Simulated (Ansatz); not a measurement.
TiPd:

```
CELL_PARAMETERS angstrom
4.57045 0.00000 0.00000
0.00000 2.77509 0.00000
0.00000 0.00000 4.87578
ATOMIC_POSITIONS crystal
Pd 0.75000 0.50000 0.81340
Pd 0.25000 0.50000 0.18660
Ti 0.75000 0.00000 0.29752
Ti 0.25000 0.00000 0.70248
```

The cell comes from a database or a generator and needn't be the stable form of this composition.

| Item | Value |
| --- | --- |
| Program | Ansatz 0.2.0 |
| Task | single point |
| Functional | PBEsol |
| Potentials or basis | all-electron LAPW, scalar-relativistic |
| Cutoff | 262 eV (chosen from the basis error) |
| Basis error allowed | 0.001 eV/atom |
| k mesh | 6 × 10 × 6 |
| Occupations | fermi-dirac, width 0.05 eV |
| Spin | no spin polarisation |

On this cell: pressure -4.0 GPa; largest force 0.011 eV/Å; band gap on the k mesh none (metal or under the smearing width).

The same run follows on a disturbed copy (atoms moved at random, drawn with an rms of 0.05 Å):

```
Pd Ti
1.0
     4.57045    0.00000    0.00000
     0.00000    2.77509    0.00000
     0.00000    0.00000    4.87578
Pd Ti
2 2
Direct
  0.75206 0.49653 0.81954
  0.26179 0.51500 0.18436
  0.75419 0.00182 0.29834
  0.24904 0.99114 0.70688
```

Question: What changes?

Answer: The energy (extrapolated to zero smearing) moves by +3.3 meV/atom; pressure -3.7 GPa; largest force 0.340 eV/Å; band gap on the k mesh none (metal or under the smearing width).

Forces in eV/Å, atoms in the order of the input:
```
Pd   0.017  0.002 -0.201
Pd  -0.210 -0.147  0.224
Ti   0.127  0.061  0.105
Ti   0.066  0.084 -0.128
```

Stress tensor (GPa, compression positive):
```
-3.86  0.01 -0.17
 0.01 -3.84 -0.47
-0.17 -0.47 -3.29
```
